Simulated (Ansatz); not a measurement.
# PbS with a defect (Cd on a Pb site): a single-point run

Wanted: field gradients for PbS with a defect (Cd on a Pb site).

The COD entry's cell or inner coordinates are ideal or old and differ from later refinements, so a difference from it is no clean test against experiment.

Method: DFT, PBE, plane-wave PAW, default files, scalar-relativistic, in Ansatz 0.2.0.

## (1) Starting point

Symmetry: Fm-3m, No. 225, cubic system. The conventional cell has a = 17.794 Å, b = 17.794 Å, c = 17.794 Å, α = 90.00°, β = 90.00°, γ = 90.00°. Around Cd (site symmetry m-3m) lie 6 S at 2.97 Å. Pb (site symmetry mm2) is surrounded by 6 S at 2.97 Å. Around Pb (site symmetry 3m) lie 6 S at 2.97 Å. Around Pb (site symmetry 4mm) lie 6 S at 2.97 Å. Around S (site symmetry 3m) lie 6 Pb at 2.97 Å. S (site symmetry 4mm) has 5 Pb at 2.97 Å and 1 Cd at 2.97 Å as nearest neighbours. S (site symmetry mm2) is surrounded by 6 Pb at 2.97 Å. S (site symmetry m-3m) is surrounded by 6 Pb at 2.97 Å.

Coordinates:

```cif
data_structure
_symmetry_space_group_name_H-M 'P 1'
_symmetry_Int_Tables_number 1
_cell_length_a 12.5826
_cell_length_b 12.5826
_cell_length_c 12.5826
_cell_angle_alpha 60.000
_cell_angle_beta 60.000
_cell_angle_gamma 60.000
_cell_volume 1408.63
loop_
_atom_site_label
_atom_site_type_symbol
_atom_site_fract_x
_atom_site_fract_y
_atom_site_fract_z
_atom_site_occupancy
Cd1 Cd 0.00000 0.00000 0.00000 1
Pb1 Pb 0.00000 0.00000 0.33333 1
Pb2 Pb 0.00000 0.00000 0.66667 1
Pb3 Pb 0.00000 0.33333 0.00000 1
Pb4 Pb 0.00000 0.33333 0.33333 1
Pb5 Pb 0.00000 0.33333 0.66667 1
Pb6 Pb 0.00000 0.66667 0.00000 1
Pb7 Pb 0.00000 0.66667 0.33333 1
Pb8 Pb 0.00000 0.66667 0.66667 1
Pb9 Pb 0.33333 0.00000 0.00000 1
Pb10 Pb 0.33333 0.00000 0.33333 1
Pb11 Pb 0.33333 0.00000 0.66667 1
Pb12 Pb 0.33333 0.33333 0.00000 1
Pb13 Pb 0.33333 0.33333 0.33333 1
Pb14 Pb 0.33333 0.33333 0.66667 1
Pb15 Pb 0.33333 0.66667 0.00000 1
Pb16 Pb 0.33333 0.66667 0.33333 1
Pb17 Pb 0.33333 0.66667 0.66667 1
Pb18 Pb 0.66667 0.00000 0.00000 1
Pb19 Pb 0.66667 0.00000 0.33333 1
Pb20 Pb 0.66667 0.00000 0.66667 1
Pb21 Pb 0.66667 0.33333 0.00000 1
Pb22 Pb 0.66667 0.33333 0.33333 1
Pb23 Pb 0.66667 0.33333 0.66667 1
Pb24 Pb 0.66667 0.66667 0.00000 1
Pb25 Pb 0.66667 0.66667 0.33333 1
Pb26 Pb 0.66667 0.66667 0.66667 1
S1 S 0.16667 0.16667 0.16667 1
S2 S 0.16667 0.16667 0.50000 1
S3 S 0.16667 0.16667 0.83333 1
S4 S 0.16667 0.50000 0.16667 1
S5 S 0.16667 0.50000 0.50000 1
S6 S 0.16667 0.50000 0.83333 1
S7 S 0.16667 0.83333 0.16667 1
S8 S 0.16667 0.83333 0.50000 1
S9 S 0.16667 0.83333 0.83333 1
S10 S 0.50000 0.16667 0.16667 1
S11 S 0.50000 0.16667 0.50000 1
S12 S 0.50000 0.16667 0.83333 1
S13 S 0.50000 0.50000 0.16667 1
S14 S 0.50000 0.50000 0.50000 1
S15 S 0.50000 0.50000 0.83333 1
S16 S 0.50000 0.83333 0.16667 1
S17 S 0.50000 0.83333 0.50000 1
S18 S 0.50000 0.83333 0.83333 1
S19 S 0.83333 0.16667 0.16667 1
S20 S 0.83333 0.16667 0.50000 1
S21 S 0.83333 0.16667 0.83333 1
S22 S 0.83333 0.50000 0.16667 1
S23 S 0.83333 0.50000 0.50000 1
S24 S 0.83333 0.50000 0.83333 1
S25 S 0.83333 0.83333 0.16667 1
S26 S 0.83333 0.83333 0.50000 1
S27 S 0.83333 0.83333 0.83333 1
```

## (2) Running it

input.yaml

```yaml
crystal:
  lattice:
    - [0.0, 8.89725, 8.89725]
    - [8.89725, 0.0, 8.89725]
    - [8.89725, 8.89725, 0.0]
  atoms:
    - { symbol: Cd, position: [0.0, 0.0, 0.0] }
    - { symbol: Pb, position: [0.0, 0.0, 0.3333333333] }
    - { symbol: Pb, position: [0.0, 0.0, 0.6666666667] }
    - { symbol: Pb, position: [0.0, 0.3333333333, 0.0] }
    - { symbol: Pb, position: [0.0, 0.3333333333, 0.3333333333] }
    - { symbol: Pb, position: [0.0, 0.3333333333, 0.6666666667] }
    - { symbol: Pb, position: [0.0, 0.6666666667, 0.0] }
    - { symbol: Pb, position: [0.0, 0.6666666667, 0.3333333333] }
    - { symbol: Pb, position: [0.0, 0.6666666667, 0.6666666667] }
    - { symbol: Pb, position: [0.3333333333, 0.0, 0.0] }
    - { symbol: Pb, position: [0.3333333333, 0.0, 0.3333333333] }
    - { symbol: Pb, position: [0.3333333333, 0.0, 0.6666666667] }
    - { symbol: Pb, position: [0.3333333333, 0.3333333333, 0.0] }
    - { symbol: Pb, position: [0.3333333333, 0.3333333333, 0.3333333333] }
    - { symbol: Pb, position: [0.3333333333, 0.3333333333, 0.6666666667] }
    - { symbol: Pb, position: [0.3333333333, 0.6666666667, 0.0] }
    - { symbol: Pb, position: [0.3333333333, 0.6666666667, 0.3333333333] }
    - { symbol: Pb, position: [0.3333333333, 0.6666666667, 0.6666666667] }
    - { symbol: Pb, position: [0.6666666667, 0.0, 0.0] }
    - { symbol: Pb, position: [0.6666666667, 0.0, 0.3333333333] }
    - { symbol: Pb, position: [0.6666666667, 0.0, 0.6666666667] }
    - { symbol: Pb, position: [0.6666666667, 0.3333333333, 0.0] }
    - { symbol: Pb, position: [0.6666666667, 0.3333333333, 0.3333333333] }
    - { symbol: Pb, position: [0.6666666667, 0.3333333333, 0.6666666667] }
    - { symbol: Pb, position: [0.6666666667, 0.6666666667, 0.0] }
    - { symbol: Pb, position: [0.6666666667, 0.6666666667, 0.3333333333] }
    - { symbol: Pb, position: [0.6666666667, 0.6666666667, 0.6666666667] }
    - { symbol: S, position: [0.1666666667, 0.1666666667, 0.1666666667] }
    - { symbol: S, position: [0.1666666667, 0.1666666667, 0.5] }
    - { symbol: S, position: [0.1666666667, 0.1666666667, 0.8333333333] }
    - { symbol: S, position: [0.1666666667, 0.5, 0.1666666667] }
    - { symbol: S, position: [0.1666666667, 0.5, 0.5] }
    - { symbol: S, position: [0.1666666667, 0.5, 0.8333333333] }
    - { symbol: S, position: [0.1666666667, 0.8333333333, 0.1666666667] }
    - { symbol: S, position: [0.1666666667, 0.8333333333, 0.5] }
    - { symbol: S, position: [0.1666666667, 0.8333333333, 0.8333333333] }
    - { symbol: S, position: [0.5, 0.1666666667, 0.1666666667] }
    - { symbol: S, position: [0.5, 0.1666666667, 0.5] }
    - { symbol: S, position: [0.5, 0.1666666667, 0.8333333333] }
    - { symbol: S, position: [0.5, 0.5, 0.1666666667] }
    - { symbol: S, position: [0.5, 0.5, 0.5] }
    - { symbol: S, position: [0.5, 0.5, 0.8333333333] }
    - { symbol: S, position: [0.5, 0.8333333333, 0.1666666667] }
    - { symbol: S, position: [0.5, 0.8333333333, 0.5] }
    - { symbol: S, position: [0.5, 0.8333333333, 0.8333333333] }
    - { symbol: S, position: [0.8333333333, 0.1666666667, 0.1666666667] }
    - { symbol: S, position: [0.8333333333, 0.1666666667, 0.5] }
    - { symbol: S, position: [0.8333333333, 0.1666666667, 0.8333333333] }
    - { symbol: S, position: [0.8333333333, 0.5, 0.1666666667] }
    - { symbol: S, position: [0.8333333333, 0.5, 0.5] }
    - { symbol: S, position: [0.8333333333, 0.5, 0.8333333333] }
    - { symbol: S, position: [0.8333333333, 0.8333333333, 0.1666666667] }
    - { symbol: S, position: [0.8333333333, 0.8333333333, 0.5] }
    - { symbol: S, position: [0.8333333333, 0.8333333333, 0.8333333333] }
kpoints:
  mp_grid: { grid: [2, 2, 2] }
scf:
  occupations: { method: fermi_dirac, width: 0.01 }
  max_iter: 100
hamiltonian:
  xc: pbe
  pseudopotentials: { kind: paw }
output:
  forces: true
  stress: true
  populations: true
  efg: { quadrupole_moments_barn: { S: -0.0694 }, contact_densities: true }
basis:
  ecutwfc: "50 eV"
```

Run with:

```bash
> ansatz run input.yaml --threads 4 --pin off --max-ram 8192MiB --backend cpu --events-out ev --progress --plain --runs-dir out
```

What happens when this is run?

The run converged and reported no error, with warnings (cutoff below recommended, gradients without spin orbit). It gives a pressure of -94 GPa, which is large.

Look at the input: basis.ecutwfc is 50 eV. With so few plane waves the basis is incomplete by a wide margin. The potentials' recommended cutoff is 420 eV.

To check: delete basis.ecutwfc (the default then holds).
